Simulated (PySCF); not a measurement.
# C2H5AlBN (SMILES B[C]1=C[NH][AlH]1) at 5 levels

Wanted: a comparison of 5 runs (HF/3-21G, B3LYP/6-31G*, SVWN5/6-31+G*, TPSS/def2-TZVP) of C2H5AlBN. 

The calculation is run with PySCF 2.14.0.

## 1. Starting point

C2H5AlBN has 10 atoms, charge 0, and is taken as a singlet. SMILES: `B[C]1=C[NH][AlH]1`. The shape is that of a PBE0-D4/def2-TZVP optimisation.

Bond lengths: B1–C2 1.492 Å, C2–C3 1.391 Å, C3–N4 1.360 Å, C2–Al5 1.916 Å, N4–Al5 1.853 Å, B1–H6 1.207 Å, B1–H7 1.201 Å, C3–H8 1.094 Å, N4–H9 1.004 Å, Al5–H10 1.581 Å. Some angles: B1–C2–C3 124.0°, B1–C2–Al5 153.2°, C3–C2–Al5 82.9°, C2–C3–N4 115.0°, C3–N4–Al5 86.1°, C2–Al5–N4 76.0°, C2–B1–H6 119.4°, C2–B1–H7 122.5°, C2–C3–H8 124.7°, N4–C3–H8 120.3°.

## 2. Energy and gradient at HF/3-21G (run 1)

File mol.xyz:

```xyz
10

B     -1.253000     0.576700    -1.418700
C     -0.143800     0.242800    -0.478800
C     -0.315000    -0.471300     0.702300
N      0.820900    -0.673500     1.422800
Al     1.688500     0.264900     0.080500
H     -2.375700     0.217000    -1.161700
H     -1.076200     1.195400    -2.432600
H     -1.273000    -0.859200     1.061700
H      0.792000    -1.179400     2.289700
H      3.218400     0.635500    -0.062200
```

File input.py:

```python
# B[C]1=C[NH][AlH]1
import pyscf.grad
from pyscf import gto, scf

mol = gto.M(
    atom='mol.xyz',
    basis='3-21g',
    verbose=4,
    max_memory=1860,
)

hf = scf.RHF(mol)
hf.conv_tol = 1e-10
hf.kernel()
if not hf.converged:
    hf = hf.newton().run(hf.mo_coeff, hf.mo_occ)

e_tot = hf.e_tot
print('Final energy', e_tot)
grad = hf.Gradients().kernel()
dip = hf.dip_moment()
pop, q = hf.mulliken_pop()
```

The run is started by

```console
OMP_NUM_THREADS=1 python input.py
```

The log of the run:

```text
PySCF version 2.14.0

[... 70 lines left out ...]
converged SCF energy = -397.45882155533
Final energy -397.45882155532973
[... 11 lines left out ...]
Dipole moment(X, Y, Z, Debye):  2.14229, -1.29666,  2.94460
[... 31 lines left out ...]
pop of  3 N 2px           0.58820
pop of  3 N 2py           0.64615
pop of  3 N 2pz           0.59132
pop of  3 N 3px           0.74363
pop of  3 N 3py           0.96344
pop of  3 N 3pz           0.78493
pop of  4 Al 1s           1.99876
pop of  4 Al 2s           1.98228
pop of  4 Al 3s           0.57476
pop of  4 Al 4s           0.23378
pop of  4 Al 2px          1.96150
pop of  4 Al 2py          1.95592
pop of  4 Al 2pz          1.95865
pop of  4 Al 3px          0.54797
pop of  4 Al 3py          0.15066
pop of  4 Al 3pz          0.22136
pop of  4 Al 4px          0.08272
pop of  4 Al 4py          0.04297
pop of  4 Al 4pz          0.04836
pop of  5 H 1s            0.45633
pop of  5 H 2s            0.63742
pop of  6 H 1s            0.45851
pop of  6 H 2s            0.63092
pop of  7 H 1s            0.47135
pop of  7 H 2s            0.27480
pop of  8 H 1s            0.43861
pop of  8 H 2s            0.22092
pop of  9 H 1s            0.39887
pop of  9 H 2s            0.81357
 ** Mulliken atomic charges  **
charge of    0B =      0.32966
charge of    1C =     -0.92175
charge of    2C =      0.18978
charge of    3N =     -1.03671
charge of    4Al =      1.24031
charge of    5H =     -0.09375
charge of    6H =     -0.08943
charge of    7H =      0.25386
charge of    8H =      0.34047
charge of    9H =     -0.21245
```

It took 5.7 s on 1 thread of Intel Xeon at 2.50GHz (Skylake/Cascade Lake), shared host; peak memory 0.13 GiB.

## 3. Energy and gradient at B3LYP/6-31G(d) (spherical functions) (run 2)

File run.py:

```python
# B[C]1=C[NH][AlH]1
from pyscf import gto, dft

molecule = gto.Mole()
molecule.atom = '''
B   -1.253000   0.576700  -1.418700
C   -0.143800   0.242800  -0.478800
C   -0.315000  -0.471300   0.702300
N    0.820900  -0.673500   1.422800
Al   1.688500   0.264900   0.080500
H   -2.375700   0.217000  -1.161700
H   -1.076200   1.195400  -2.432600
H   -1.273000  -0.859200   1.061700
H    0.792000  -1.179400   2.289700
H    3.218400   0.635500  -0.062200
'''
molecule.basis = '6-31g*'
molecule.max_memory = 1860
molecule.verbose = 4
molecule.build()

myscf = dft.RKS(molecule, xc='b3lyp')
myscf.conv_tol = 1e-10
myscf.grids.level = 5
myscf.kernel()
if not myscf.converged:
    myscf = myscf.newton().run(myscf.mo_coeff, myscf.mo_occ)

etot = myscf.e_tot
print(f'total energy: {etot:.8f} hartree')
grad = myscf.nuc_grad_method().kernel()
myscf.analyze()
```

The run is started by

```console
OMP_NUM_THREADS=1 python run.py
```

The log of the run:

```text
PySCF version 2.14.0

[... 96 lines left out ...]
Nuclear Repulsion Energy =             179.735633066284493
[... 9 lines left out ...]
MO #4   energy= -10.1245958800931  occ= 2
[... 7 lines left out ...]
MO #12  energy= -0.559236083080296 occ= 2
[... 7 lines left out ...]
MO #20  energy= -0.251767864351319 occ= 2
[... 7 lines left out ...]
MO #28  energy= 0.102607216922257  occ= 0
[... 7 lines left out ...]
MO #36  energy= 0.316003814445897  occ= 0
[... 7 lines left out ...]
MO #44  energy= 0.522353227787157  occ= 0
[... 7 lines left out ...]
MO #52  energy= 0.799792614610146  occ= 0
[... 7 lines left out ...]
MO #60  energy= 1.10757198405026   occ= 0
[... 7 lines left out ...]
MO #68  energy= 1.66171641412867   occ= 0
[... 7 lines left out ...]
MO #76  energy= 2.16000312047343   occ= 0
[... 7 lines left out ...]
MO #84  energy= 2.96255106996088   occ= 0
[... 58 lines left out ...]
pop of  4 Al 1s           1.99999
pop of  4 Al 2s           1.99968
pop of  4 Al 3s           0.97125
pop of  4 Al 4s           0.00478
pop of  4 Al 2px          1.99985
pop of  4 Al 2py          1.99983
pop of  4 Al 2pz          1.99985
pop of  4 Al 3px          0.70159
pop of  4 Al 3py          0.21525
pop of  4 Al 3pz          0.33438
pop of  4 Al 4px          0.01072
pop of  4 Al 4py          0.00245
pop of  4 Al 4pz          0.00548
pop of  4 Al 3dxy         0.00474
pop of  4 Al 3dyz         0.00498
pop of  4 Al 3dz^2        0.00770
pop of  4 Al 3dxz         0.00500
pop of  4 Al 3dx2-y2      0.00611
pop of  5 H 1s            1.01405
pop of  5 H 2s            0.00281
pop of  6 H 1s            1.00927
pop of  6 H 2s            0.00321
pop of  7 H 1s            0.86948
pop of  7 H 2s            0.00950
pop of  8 H 1s            0.76187
pop of  8 H 2s            0.01265
pop of  9 H 1s            1.11719
pop of  9 H 2s            0.00093
 ** Mulliken atomic charges  **
charge of    0B =     -0.11400
charge of    1C =     -0.40675
charge of    2C =      0.10054
charge of    3N =     -0.50520
charge of    4Al =      0.72636
charge of    5H =     -0.01686
charge of    6H =     -0.01247
charge of    7H =      0.12102
charge of    8H =      0.22547
charge of    9H =     -0.11811
Dipole moment(X, Y, Z, Debye):  2.24782, -1.33819,  3.05071
```

It took 73 s on 1 thread of Intel Xeon at 2.50GHz (Skylake/Cascade Lake), shared host; peak memory 0.85 GiB.

Run 3 isn't shown in full; the table further down has it.

## 4. Energy and gradient at SVWN5/6-31+G(d) (spherical functions) (run 4)

File job.py:

```python
import pyscf.grad
from pyscf import gto, dft

mol = gto.M(
    atom=[
    ('B', (-1.253000, 0.576700, -1.418700)),
    ('C', (-0.143800, 0.242800, -0.478800)),
    ('C', (-0.315000, -0.471300, 0.702300)),
    ('N', (0.820900, -0.673500, 1.422800)),
    ('Al', (1.688500, 0.264900, 0.080500)),
    ('H', (-2.375700, 0.217000, -1.161700)),
    ('H', (-1.076200, 1.195400, -2.432600)),
    ('H', (-1.273000, -0.859200, 1.061700)),
    ('H', (0.792000, -1.179400, 2.289700)),
    ('H', (3.218400, 0.635500, -0.062200)),
],
    charge=0,
    verbose=3,
    max_memory=1860,
    basis='6-31+g*',
)

ks = dft.RKS(mol)
ks.xc = 'svwn'
ks.conv_tol = 1e-10
ks.grids.level = 5
ks.kernel()
if not ks.converged:
    ks = ks.newton().run(ks.mo_coeff, ks.mo_occ)

e_tot = ks.e_tot
print('E = %.10f Eh' % e_tot)
grad = ks.Gradients().kernel()
dip = ks.dip_moment()
pop, q = ks.mulliken_pop()
```

The run is started by

```console
OMP_NUM_THREADS=1 python job.py
```

The log of the run:

```text
converged SCF energy = -398.682611015442
[... 9 lines left out ...]
Dipole moment(X, Y, Z, Debye):  2.38551, -1.36567,  3.14320
[... 76 lines left out ...]
pop of  4 Al 4s           0.17450
pop of  4 Al 5s           0.01161
pop of  4 Al 2px          1.98500
pop of  4 Al 2py          1.98175
pop of  4 Al 2pz          1.98319
pop of  4 Al 3px          0.71208
pop of  4 Al 3py          0.19515
pop of  4 Al 3pz          0.32101
pop of  4 Al 4px          0.08186
pop of  4 Al 4py         -0.00547
pop of  4 Al 4pz         -0.01834
pop of  4 Al 5px          0.06929
pop of  4 Al 5py         -0.00370
pop of  4 Al 5pz          0.00048
pop of  4 Al 3dxy         0.03513
pop of  4 Al 3dyz         0.02868
pop of  4 Al 3dz^2        0.04683
pop of  4 Al 3dxz         0.04656
pop of  4 Al 3dx2-y2      0.05253
pop of  5 H 1s            0.49455
pop of  5 H 2s            0.50025
pop of  6 H 1s            0.49714
pop of  6 H 2s            0.49206
pop of  7 H 1s            0.50036
pop of  7 H 2s            0.27663
pop of  8 H 1s            0.49056
pop of  8 H 2s            0.11807
pop of  9 H 1s            0.45848
pop of  9 H 2s            0.58221
 ** Mulliken atomic charges  **
charge of    0B =     -0.02887
charge of    1C =     -0.16259
charge of    2C =     -0.31034
charge of    3N =     -0.40585
charge of    4Al =      0.31797
charge of    5H =      0.00520
charge of    6H =      0.01080
charge of    7H =      0.22301
charge of    8H =      0.39137
charge of    9H =     -0.04070
```

It took 81 s on 1 thread of Intel Xeon at 2.50GHz (Skylake/Cascade Lake), shared host; peak memory 0.58 GiB.

## 5. Energy and gradient at TPSS/def2-TZVP (run 5)

File input.py:

```python
from pyscf import gto, dft

system = gto.Mole()
system.atom = '''
B       -1.253000       0.576700      -1.418700
C       -0.143800       0.242800      -0.478800
C       -0.315000      -0.471300       0.702300
N        0.820900      -0.673500       1.422800
Al       1.688500       0.264900       0.080500
H       -2.375700       0.217000      -1.161700
H       -1.076200       1.195400      -2.432600
H       -1.273000      -0.859200       1.061700
H        0.792000      -1.179400       2.289700
H        3.218400       0.635500      -0.062200
'''
system.verbose = 4
system.basis = 'def2-tzvp'
system.max_memory = 1860
system.spin = 0
system.build()

ks = dft.RKS(system)
ks.xc = 'tpss'
ks.conv_tol = 1e-10
ks.grids.level = 5
ks.kernel()
if not ks.converged:
    ks = ks.newton().run(ks.mo_coeff, ks.mo_occ)

energy = ks.e_tot
print(f'total energy: {energy:.8f} hartree')
grad = ks.nuc_grad_method().kernel()
ks.analyze()
```

The run is started by

```console
OMP_NUM_THREADS=1 python input.py
```

The log of the run:

```text
PySCF version 2.14.0

[... 109 lines left out ...]
MO #4   energy= -9.93744532907358  occ= 2
[... 16 lines left out ...]
MO #21  energy= -0.197833589684195 occ= 2
[... 16 lines left out ...]
MO #38  energy= 0.17934195594852   occ= 0
[... 16 lines left out ...]
MO #55  energy= 0.440743047087938  occ= 0
[... 16 lines left out ...]
MO #72  energy= 0.759945529548875  occ= 0
[... 16 lines left out ...]
MO #89  energy= 1.13897085035655   occ= 0
[... 16 lines left out ...]
MO #106 energy= 1.7630682391927    occ= 0
[... 16 lines left out ...]
MO #123 energy= 2.18784611829753   occ= 0
[... 16 lines left out ...]
MO #140 energy= 2.78354850267942   occ= 0
[... 16 lines left out ...]
MO #157 energy= 3.39932945900695   occ= 0
[... 16 lines left out ...]
MO #174 energy= 4.6912192995564    occ= 0
[... 16 lines left out ...]
MO #191 energy= 31.9652706274805   occ= 0
[... 165 lines left out ...]
pop of  5 H 3s            0.00068
pop of  5 H 2px           0.00092
pop of  5 H 2py           0.00009
pop of  5 H 2pz           0.00005
pop of  6 H 1s            1.00965
pop of  6 H 2s            0.00345
pop of  6 H 3s            0.00066
pop of  6 H 2px           0.00003
pop of  6 H 2py           0.00028
pop of  6 H 2pz           0.00077
pop of  7 H 1s            0.86620
pop of  7 H 2s            0.00594
pop of  7 H 3s            0.00349
pop of  7 H 2px           0.00077
pop of  7 H 2py           0.00015
pop of  7 H 2pz           0.00021
pop of  8 H 1s            0.74922
pop of  8 H 2s            0.00581
pop of  8 H 3s            0.00476
pop of  8 H 2px           0.00035
pop of  8 H 2py           0.00107
pop of  8 H 2pz           0.00071
pop of  9 H 1s            1.12804
pop of  9 H 2s            0.00213
pop of  9 H 3s            0.00079
pop of  9 H 2px           0.00285
pop of  9 H 2py           0.00020
pop of  9 H 2pz           0.00005
 ** Mulliken atomic charges  **
charge of    0B =     -0.11772
charge of    1C =     -0.41896
charge of    2C =      0.08855
charge of    3N =     -0.51468
charge of    4Al =      0.77063
charge of    5H =     -0.02026
charge of    6H =     -0.01484
charge of    7H =      0.12325
charge of    8H =      0.23808
charge of    9H =     -0.13405
Dipole moment(X, Y, Z, Debye):  2.36561, -1.35266,  3.11412
```

It took 7.3 min on 1 thread of Intel Xeon at 2.50GHz (Skylake/Cascade Lake), shared host; peak memory 2.9 GiB.

## 6. The series

| run | level | integration grid | Cartesian functions | energy (Eh) | dipole moment (D) | HOMO energy (eV) | LUMO energy (eV) | wall time |
| --- | --- | --- | --- | --- | --- | --- | --- | --- |
| 1 | HF/3-21G | – | no | -397.458822 | 3.87 | -8.22 | 1.58 | 5.7 s |
| 2 | B3LYP/6-31G* (spherical functions) | 5 | no | -401.220399 | 4.02 | -5.81 | -1.62 | 73 s |
| 3 | B3LYP/6-31G* (Cartesian functions) | 5 | yes | -401.224946 | 4.01 | -5.81 | -1.61 | 74 s |
| 4 | SVWN5/6-31+G* (spherical functions) | 5 | no | -398.682611 | 4.18 | -5.61 | -2.75 | 81 s |
| 5 | TPSS/def2-TZVP | 5 | no | -401.342431 | 4.14 | -5.38 | -2.29 | 7.3 min |

## 7. Outcome

| quantity | value |
| --- | --- |
| run 5: total energy | -401.34243 Eh |
| run 5: dipole moment | 4.14 D |
| run 5: HOMO energy | -5.38 eV |
| run 5: LUMO energy | -2.29 eV |
| run 5: HOMO–LUMO gap | 3.09 eV |
| run 5: largest force on an atom | 0.534 eV/Å |

**Reading.** The dipole moment (its size) runs from 3.87 D (HF/3-21G) to 4.18 D (SVWN5/6-31+G*). The two ends differ in method and basis. The HOMO–LUMO gap runs from 2.86 eV (SVWN5/6-31+G*) to 9.80 eV (HF/3-21G). Totals of different functionals can't be ranked against each other. All runs together took 11 min, the longest 7.3 min.
